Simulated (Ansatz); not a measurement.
**CH₄BNSe: how energies converge with the basis set**

How large a basis does CH₄BNSe need? Two functionals are run in growing sets.

Computed with Ansatz 0.2.0, Gaussian basis. Level: one geometry, several basis sets.

Plan: PBE0-D4/def2-SVP; ωB97M-V/def2-SVP; PBE0-D4/def2-QZVPP; ωB97M-V/def2-QZVPP; the functionals' def2-TZVPP values are taken from earlier runs.

### 1 The relaxed structure

The geometry comes from an earlier relaxation with PBE0-D4 in a triple-zeta def2 set; it is a stationary point, not always the lowest conformer.

8 atoms, charge 0, spin multiplicity 1.

Atoms are counted from 1 here; the program's logs count them from 0.

Bond lengths: C1–N2 1.240 Å, C1–H5 1.095 Å, C1–H6 1.095 Å, N2–B3 1.355 Å, B3–Se4 1.961 Å, B3–H7 1.192 Å, Se4–H8 1.466 Å. Angles: N2–C1–H5 121.6°, N2–C1–H6 121.6°, H5–C1–H6 116.8°, C1–N2–B3 179.6°, N2–B3–Se4 119.6°, N2–B3–H7 120.2°, Se4–B3–H7 120.3°, B3–Se4–H8 94.1°.

### 2 PBE0-D4 in def2-SVP

in.yaml

```yaml
crystal:
  periodic: [false, false, false]
  atoms:
    - {symbol: C, position_ang: [-0.404207, 1.744374, -0.122543]}
    - {symbol: N, position_ang: [-0.096525, 0.545759, -0.196594]}
    - {symbol: B, position_ang: [0.233159, -0.766211, -0.270455]}
    - {symbol: Se, position_ang: [0.286882, -1.844723, 1.366772]}
    - {symbol: H, position_ang: [0.352155, 2.522598, 0.026008]}
    - {symbol: H, position_ang: [-1.445109, 2.075638, -0.203874]}
    - {symbol: H, position_ang: [0.489480, -1.261096, -1.324341]}
    - {symbol: H, position_ang: [0.676266, -3.073541, 0.669127]}
basis:
  gaussian: {orbitals: def2-SVP}
hamiltonian: {xc: pbe0, dispersion: d4}
output: {orbitals: {seedname: orbitals}}
```

The run is started by

```bash
$ ansatz run in.yaml --threads 2 --pin off --events-out ev --progress --plain --max-ram 4352MiB
```

After this run come: ωB97M-V in def2-SVP; PBE0-D4 in def2-QZVPP; ωB97M-V in def2-QZVPP.

Q: Predict the results of all the runs planned. Wanted: PBE0-D4: double and triple zeta above quadruple; ωB97M-V: double and triple zeta above quadruple.

As calculated:

| quantity | value |
| --- | --- |
| PBE0-D4: double and triple zeta above quadruple | 13.08, 1.56 eV |
| ωB97M-V: double and triple zeta above quadruple | 13.17, 1.50 eV |

**Reading.** PBE0-D4 gains 11.52 eV from double to triple zeta, then 1.56 eV more. Total energies overstate the basis error of differences, where much of it tends to cancel.
